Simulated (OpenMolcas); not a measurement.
**Ni²⁺ among point charges: CASSCF and CASPT2 levels and susceptibility**

How does a field of 4 point charges split the states of Ni²⁺, and what χT follows?

Method: state-averaged CASSCF and CASPT2, spin-orbit coupling by RASSI with atomic mean-field integrals. Code: OpenMolcas 26.06.

### 1 The atom as given

| Quantity | Value |
| --- | --- |
| Species | Ni²⁺ (nickel, Z = 28, 26 electrons) |
| Basis | ANO-RCC-VDZP [5s4p2d1f], 34 functions |
| Scalar Hamiltonian | DKH2, point nucleus |
| Inactive shells | 1s 2s 2p 3s 3p |
| Active space | 8 electrons in 5 orbitals (3d) |
| Some configurations of this space | 3d8 |
| Orbitals | optimised for each spin and parity, averaged over all roots |

The outer shells:

3d8
```
3d [↑↓][↑↓][↑↓][↑ ][↑ ]
```

The ion sits among 4 point charges of -2 e arranged as a tetrahedron (Td), 1.66 Å from the ion.

Each step is its own input file, run in one work folder so that later steps find the files of earlier ones. Labels, J, g values, rates, χT and fits are worked out afterwards by a script from the matrices that RASSI stores.

### 2 One- and two-electron integrals

File a.inp:

```
&GATEWAY
Coord
1

Ni 0.0 0.0 0.0
Basis=ANO-RCC-VDZP
Group=NoSym
NoMove
AngMom=0.0 0.0 0.0
AMFI
XField
4 Angstrom 0
0.958401 0.958401 0.958401 -2.000000
0.958401 -0.958401 -0.958401 -2.000000
-0.958401 0.958401 -0.958401 -2.000000
-0.958401 -0.958401 0.958401 -2.000000
&SEWARD
```

The run is started by

```
OMP_NUM_THREADS=1 MOLCAS_MEM=1689 MOLCAS_PROJECT=a pymolcas a.inp > a.log
```

### 3 Reference wave functions, triplets, 10 roots

File a.inp:

```
&RASSCF
FileOrb=start.orb
Symmetry=1
Spin=3
nActEl=8 0 0
Inactive=9
Ras2=5
CIRoot=10 10 1
SDav=10
CIMx=300
Iter=120 100
PrWF=0.3
OrbListing=Nothing
MaxOrb=0
>>> COPY $Project.JobIph JOB001
```

start.orb holds the contracted functions of the basis, ordered by shell, or the orbitals of the step before.

### 4 CASSCF: singlets, 15 roots

File a.inp:

```
&RASSCF
FileOrb=start.orb
Symmetry=1
Spin=1
nActEl=8 0 0
Inactive=9
Ras2=5
CIRoot=15 15 1
SDav=15
CIMx=300
Iter=120 100
PrWF=0.3
OrbListing=Nothing
MaxOrb=0
>>> COPY $Project.JobIph JOB002
```

### 5 State interaction with spin-orbit coupling

File a.inp:

```
&RASSI
NrOfJobIphs=2 10 15
1 2 3 4 5 6 7 8 9 10
1 2 3 4 5 6 7 8 9 10 11 12 13 14 15
IphNames
JOB001
JOB002
EJob
SpinOrbit
DIPRint=1.0
SOCoupling=1000.0
Subsets=2
Property=9
'ANGMOM' 1 'ANGMOM' 2 'ANGMOM' 3 'MLTPL  1' 1 'MLTPL  1' 2 'MLTPL  1' 3
'AMFI' 1 'AMFI' 2 'AMFI' 3
SOProperty=3
'ANGMOM' 1 'ANGMOM' 2 'ANGMOM' 3
```

### 6 CASPT2: IPEA 0.25, imaginary shift 0.1 (closed shells correlated: 3s 3p)

File a.inp:

```
>>> COPY JOB001 $Project.JobIph
&CASPT2
Multistate=10 1 2 3 4 5 6 7 8 9 10
NoMult
Frozen=5
IPEA=0.25
Imaginary=0.1
MaxIter=60
WThr=0.0 0.3 0.05
PrWF=0.5
NoMix
>>> COPY JOB002 $Project.JobIph
&CASPT2
Multistate=15 1 2 3 4 5 6 7 8 9 10 11 12 13 14 15
NoMult
Frozen=5
IPEA=0.25
Imaginary=0.1
MaxIter=60
WThr=0.0 0.3 0.05
PrWF=0.5
NoMix
```

(Steps that only read results are left out.)

**Question.** What will these runs give? Wanted: spin-free ground state; first state of the same spin within the active space; lowest level; next level.

**Answer**, as computed:

| quantity | value |
| --- | --- |
| method | SS-CASPT2, IPEA 0.25, imaginary shift 0.1 (closed shells correlated: 3s 3p) |
| spin-free ground state | 3T1, 3-fold in its orbital part |
| first state of the same spin within the active space | 3T2 at 1500 cm⁻¹ |
| lowest level | 1-fold A1 |
| next level | 295.3 cm⁻¹ |
| χT at 300 K | 2.97 cm³ K/mol |
| effective moment at 300 K | 4.87 μB |

Cost by method:

```csv
method,time of its own steps,time with the reference
A. CASSCF,4.7 s,4.7 s
"B. SS-CASPT2, IPEA 0.25, imaginary shift 0.1, +3s 3p",1.9 s,6.6 s
```

Times are of one thread on a shared host.

The spin-free ground state (3T1) comes to 100 % from free-ion F terms and keeps the highest spin of the shell. χT at 300 K is 2.97, against 1.00 cm³ K/mol for the spin alone, so orbital moment adds to it. A ligand-field fit to the states below 45000 cm-1 gives 10Dq = -2928 cm-1, B = 1106 cm-1 and C = 4017 cm-1 (C/B = 3.63), with a deviation of 621 cm-1. CASPT2 does not keep the components of a term degenerate, and the means are used. The field of point charges can differ much from that of real complexes. Point charges carry no covalency, so the field is a model and not that of real ligands.
